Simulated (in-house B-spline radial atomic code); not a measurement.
**Co³⁺: ionisation energy by several methods**

An exercise on one series of results from a longer session: the logs are not shown, and one member is left open.

Method: scalar-relativistic (X2C), several functionals, spin-polarised; spherical all-electron atom at the radial basis limit. Code: in-house B-spline radial atomic code version 1.

**The system**

| Property | Result |
| --- | --- |
| element | cobalt (Z = 27) |
| charge | +3 |
| electrons | 24 |
| configuration | [Ar] 3d6 |
| nucleus | Fermi, rms radius 3.788 fm |

The outer shells:

[Ar] 3d6
```
[Ar] core
3d [↑↓][↑ ][↑ ][↑ ][↑ ]
```

Where spins are not typed, each open shell is filled with up spins first.

The first run:

Settings, as recorded:

```ini
Z = 27
electrons = 24.0
configuration = [Ar] 3d6
hamiltonian = x2c
method = pbesol
spin_polarised = True
nucleus = fermi
rms_radius = 3.7875
mass_number = 59
atomic_mass = 58.933193524
speed_of_light = 137.035999084
```

Steps of the session up to this table: PBEsol; Hartree-Fock; OLYP; PW91; LDA (VWN5); PBE; BP86; SCAN; r2SCAN.

One of the session's tables, all rows but one given; the rest of the session is left out.

```
      method  ΔSCF (eV)
  LDA (VWN5)     52.460
      PBEsol     51.947
        OLYP     51.908
        PW91     52.156
         PBE     51.991
        BP86     52.135
        SCAN          ?
      r2SCAN     50.760
Hartree-Fock     49.152
```

Estimate the missing values for SCAN.

The run gave: ΔSCF (eV): 50.694. In the column «ΔSCF (eV)» it lies between Hartree-Fock (49.152) and r2SCAN (50.760).

Members of this set that are not shown: 12 used exact exchange with fractional occupations of an open shell, which is unsound here.

Limits of these values: Meta-GGA runs start from a PBE run whose iterations are not counted.
